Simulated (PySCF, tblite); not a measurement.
# C₇H₈FNSi: infrared bands, NMR shifts and electronic excitations in gas and solvents, part 2 of 2

tblite 0.8.0 and PySCF 2.14.0. Atoms count from 0.

## (7) Nuclear shieldings: PBE0/pcSseg-1 in chloroform

What the job is given:

```
{"job": {"kind": "nmr", "xc": "PBE0", "basis": "pcSseg-1", "solvent": "chloroform", "pop": true}, "charge": 0, "multiplicity": 1}
F     -3.409215     2.135588    -0.285338
C     -2.558497     1.128135    -0.098558
C     -3.059621    -0.142900     0.155585
C     -2.162808    -1.195658     0.351235
C     -0.792195    -0.975900     0.293035
C     -0.302919     0.311908     0.035678
C      1.148837     0.561053    -0.029128
N      2.015521    -0.348965     0.143856
Si     3.747307    -0.121839     0.075187
C     -1.193213     1.372912    -0.162253
H     -4.140213    -0.291649     0.196814
H     -2.548810    -2.197818     0.551310
H     -0.069204    -1.780105     0.442155
H      1.417770     1.620163    -0.243334
H      4.124707     1.302988    -0.217493
H      4.329780    -0.527178     1.387286
H      4.297001    -1.006496    -0.992765
H     -0.835812     2.385529    -0.364424
```

Level: GIAO PBE0/pcSseg-1 NMR shielding, non-relativistic, IEF-PCM chloroform.

Log:

```text
coarse grid: 16336 points
cycle   1  E = -714.8507437208  dE =  1.509e+00  |g| = 5.734e-01  |ddm| = 4.272e+00
cycle   2  E = -714.7686942124  dE =  8.205e-02  |g| = 8.588e-01  |ddm| = 1.437e+00
cycle   3  E = -714.9151714180  dE = -1.465e-01  |g| = 1.297e-01  |ddm| = 9.554e-01
cycle   4  E = -714.9186854598  dE = -3.514e-03  |g| = 4.725e-02  |ddm| = 1.629e-01
cycle   5  E = -714.9191216075  dE = -4.361e-04  |g| = 1.499e-02  |ddm| = 5.587e-02
cycle   6  E = -714.9191722860  dE = -5.068e-05  |g| = 3.643e-03  |ddm| = 1.549e-02
cycle   7  E = -714.9191751601  dE = -2.874e-06  |g| = 1.353e-03  |ddm| = 4.112e-03
final grid: 155960 points
cycle   8  E = -714.9816241647  dE = -3.422e-05  |g| = 6.888e-03  |ddm| = 5.228e-02
cycle   9  E = -714.9816188556  dE =  5.309e-06  |g| = 8.907e-03  |ddm| = 1.585e-02
cycle  10  E = -714.9816354539  dE = -1.660e-05  |g| = 1.461e-03  |ddm| = 8.701e-03
cycle  11  E = -714.9816358764  dE = -4.225e-07  |g| = 3.734e-04  |ddm| = 1.606e-03
cycle  12  E = -714.9816359040  dE = -2.756e-08  |g| = 1.502e-04  |ddm| = 4.930e-04
cycle  13  E = -714.9816359079  dE = -3.944e-09  |g| = 2.793e-05  |ddm| = 1.558e-04
cycle  14  E = -714.9816359081  dE = -1.210e-10  |g| = 1.146e-05  |ddm| = 3.984e-05
converged SCF energy = -714.9816359081

GIAO shielding tensors (ppm)
atom      isotropic    diamagn.    paramagn.     s11        s22        s33       span
  0 F      293.744     477.715    -183.971    221.443    293.014    366.773    145.330
  1 C       13.938     256.532    -242.594    -75.550     31.834     85.529    161.080
  2 C       58.656     256.952    -198.297    -29.262     40.606    164.623    193.885
  3 C       48.167     256.254    -208.086    -57.861     28.025    174.337    232.198
  4 C       57.190     250.071    -192.881    -47.663     33.619    185.614    233.278
  5 C       40.574     261.630    -221.056    -47.258      7.672    161.309    208.567
  6 C        3.044     249.860    -246.816    -91.612      2.123     98.621    190.232
  7 N      -93.989     328.056    -422.045   -455.211   -107.387    280.632    735.843
  8 Si     394.661     878.423    -483.762    335.501    383.535    464.947    129.446
  9 C       59.018     251.623    -192.605    -17.879     34.006    160.927    178.806
 10 H       23.728      27.503      -3.775     20.238     24.160     26.787      6.549
 11 H       23.464      29.806      -6.342     19.715     24.374     26.304      6.589
 12 H       22.825      33.138     -10.314     18.089     23.416     26.969      8.880
 13 H       22.351      31.805      -9.454     19.406     21.738     25.910      6.503
 14 H       26.398      27.610      -1.212     23.682     25.114     30.399      6.717
 15 H       26.192      27.615      -1.423     23.560     24.820     30.195      6.635
 16 H       26.196      27.747      -1.551     23.554     24.831     30.202      6.648
 17 H       23.785      31.166      -7.382     20.405     23.764     27.185      6.780
```

Wall time 39 s (1 thread of Arm Neoverse V1, shared host); peak memory 1.3 GiB.

This run: δ C6 182.1, C1 171.2, C5 144.6, C3 137.0, H13 8.90, H12 8.42 ppm.

## (8) Nuclear shieldings: PBE0/pcSseg-1 in water

The job, as its differences from that of step 7:

```diff
@@ -1,2 +1,2 @@
-{"job": {"kind": "nmr", "xc": "PBE0", "basis": "pcSseg-1", "solvent": "chloroform", "pop": true}, "charge": 0, "multiplicity": 1}
+{"job": {"kind": "nmr", "xc": "PBE0", "basis": "pcSseg-1", "solvent": "water", "pop": false}, "charge": 0, "multiplicity": 1}
 F     -3.409215     2.135588    -0.285338
```

Method: GIAO PBE0/pcSseg-1 NMR shielding, non-relativistic, IEF-PCM water.

Log:

```text
coarse grid: 16336 points
cycle   1  E = -714.8546384986  dE =  1.506e+00  |g| = 5.682e-01  |ddm| = 4.271e+00
cycle   2  E = -714.7814768361  dE =  7.316e-02  |g| = 8.339e-01  |ddm| = 1.364e+00
cycle   3  E = -714.9179896527  dE = -1.365e-01  |g| = 1.203e-01  |ddm| = 8.839e-01
cycle   4  E = -714.9209434414  dE = -2.954e-03  |g| = 4.646e-02  |ddm| = 1.492e-01
cycle   5  E = -714.9213710965  dE = -4.277e-04  |g| = 1.434e-02  |ddm| = 5.287e-02
cycle   6  E = -714.9214174039  dE = -4.631e-05  |g| = 3.283e-03  |ddm| = 1.437e-02
cycle   7  E = -714.9214197125  dE = -2.309e-06  |g| = 1.219e-03  |ddm| = 3.585e-03
final grid: 155960 points
cycle   8  E = -714.9838524480  dE = -3.441e-05  |g| = 6.932e-03  |ddm| = 5.241e-02
cycle   9  E = -714.9838477413  dE =  4.707e-06  |g| = 8.843e-03  |ddm| = 1.567e-02
cycle  10  E = -714.9838638716  dE = -1.613e-05  |g| = 1.429e-03  |ddm| = 8.574e-03
cycle  11  E = -714.9838642692  dE = -3.976e-07  |g| = 3.535e-04  |ddm| = 1.506e-03
cycle  12  E = -714.9838642935  dE = -2.426e-08  |g| = 1.464e-04  |ddm| = 4.616e-04
cycle  13  E = -714.9838642973  dE = -3.786e-09  |g| = 2.622e-05  |ddm| = 1.500e-04
cycle  14  E = -714.9838642974  dE = -1.125e-10  |g| = 9.664e-06  |ddm| = 3.649e-05
converged SCF energy = -714.9838642974

GIAO shielding tensors (ppm)
atom      isotropic    diamagn.    paramagn.     s11        s22        s33       span
  0 F      294.883     477.881    -182.997    223.176    293.974    367.500    144.324
  1 C       13.849     256.916    -243.067    -75.965     32.351     85.161    161.126
  2 C       58.203     256.839    -198.636    -29.663     39.177    165.094    194.756
  3 C       47.915     256.050    -208.136    -57.850     26.728    174.867    232.717
  4 C       57.686     250.289    -192.604    -47.366     34.517    185.905    233.272
  5 C       40.708     261.733    -221.025    -47.121      7.849    161.396    208.516
  6 C        1.725     249.664    -247.940    -92.371     -2.515    100.060    192.431
  7 N      -88.332     328.556    -416.888   -442.175   -104.296    281.476    723.651
  8 Si     394.603     878.399    -483.796    335.683    383.427    464.700    129.017
  9 C       58.485     251.186    -192.701    -18.296     32.263    161.487    179.783
 10 H       23.622      27.422      -3.799     20.100     24.081     26.686      6.586
 11 H       23.369      29.698      -6.328     19.577     24.332     26.199      6.622
 12 H       22.848      33.176     -10.328     18.134     23.425     26.986      8.852
 13 H       22.280      31.701      -9.421     19.232     21.675     25.932      6.700
 14 H       26.369      27.576      -1.207     23.624     25.093     30.391      6.766
 15 H       26.210      27.613      -1.402     23.570     24.836     30.226      6.656
 16 H       26.215      27.745      -1.530     23.564     24.847     30.233      6.669
 17 H       23.636      31.015      -7.379     20.178     23.697     27.033      6.855
```

It took 36 s on 1 thread of Arm Neoverse V1, shared host; peak memory 1.3 GiB.

In short: δ C6 183.8, C1 171.6, C5 144.8, C3 137.6, H13 8.96, H12 8.39 ppm.

## (9) Side by side: NMR shifts

Shifts (ppm) of some atoms, chosen among heavy atoms and hydrogens apart, with basis size and wall time:

```csv
run,C6,C2,C9,H10,H17,F0,N7,functions,time
PBE0/pcSseg-1,178.9,124.9,124.6,7.30,7.20,-112.0,370.5,217,37 s
PBE0/pcSseg-1 in chloroform,182.1,126.5,126.1,7.52,7.46,-114.1,361.8,217,39 s
PBE0/pcSseg-1 in water,183.8,127.3,127.0,7.62,7.60,-114.3,356.9,217,36 s
```

The continuum's effect on the ground state:

```
   solvent      ε  polarisation energy (Eh)  μ (D)
chloroform   4.71                   -0.0052   0.51
     water  78.36                   -0.0082   0.69
```

## (10) What came out

The summary covers parts 1 to 2.

| quantity | value |
| --- | --- |
| strongest single infrared mode (GFN2-xTB) | 2206 cm⁻¹, 391 km/mol |
| zero-point energy (GFN2-xTB) | 77.7 kcal/mol |
| point group | Cs |
| rotational constants (main isotopes) | 3.35, 0.48, 0.42 GHz |
| ¹³C shifts against TMS (PBE0/pcSseg-1) | 178.9, 170.5, 144.1, 135.6, 127.6, 124.9, 124.6 ppm |
| ¹H shifts against TMS (PBE0/pcSseg-1, means over atoms taken as alike) | 8.80, 8.42, 7.58, 7.30, 7.20, 5.02 ppm |
| ¹⁹F shifts against CFCl3 (PBE0/pcSseg-1) | -112.0 ppm |
| ¹⁵N shifts against NH3 (PBE0/pcSseg-1) | 370.5 ppm |
| ²⁹Si shifts against TMS (PBE0/pcSseg-1) | -42.8 ppm |
| lowest singlet (CAM-B3LYP/def2-SVPD) | 3.89 eV (319 nm), f = 0.000 |
| brightest single state of those computed | state 4, 6.37 eV, f = 0.478 |
| lowest triplet | 3.38 eV |
| vertical ionisation energy (ΔSCF) | 9.15 eV |
| vertical electron affinity (ΔSCF) | 0.36 eV |
| range of the shift of N7 | 356.9 to 370.5 ppm |

What this shows: Relaxing lowered the energy by 0.273 eV in 63 steps; the close pair that moved most is N7–Si8, from 1.786 to 1.715 Å (GFN2-xTB). No mode is imaginary among the 48: a minimum at this level. The strongest single mode, at 2206 cm⁻¹, moves mainly H14. GFN2-xTB is a fitted tight-binding method: band positions and strengths are rough. Its intensities can rank the bands wrongly. The optimisation took 10 steps and gained 0.274 eV; among the close pairs (by a distance rule), N7–Si8 changed most, from 1.698 to 1.748 Å (PBE0/def2-SVP). At PBE0/pcSseg-1: The widest tensor belongs to N7: span 759 ppm, with a paramagnetic part of -432 ppm. NICS(1)zz of -26 ppm above the planar ring from C1 marks a diatropic (aromatic) ring current. The first singlet state (HOMO−1→LUMO 0.91) lies at 3.89 eV and is dark; of the 10 states computed, the strongest absorption comes from state 4 at 6.37 eV. The lowest triplet lies 0.51 eV below the lowest singlet (triplets in Tamm-Dancoff, singlets in full TDDFT). The orbital energy would give 8.55 eV for ionisation, ΔSCF gives 9.15 eV. Across the 3 runs the shift of N7 moves most, between 356.9 (PBE0/pcSseg-1 in water) and 370.5 ppm (PBE0/pcSseg-1). The continuum holds electrostatics alone: no hydrogen bonds to the solvent, and the gas-phase geometry is kept.
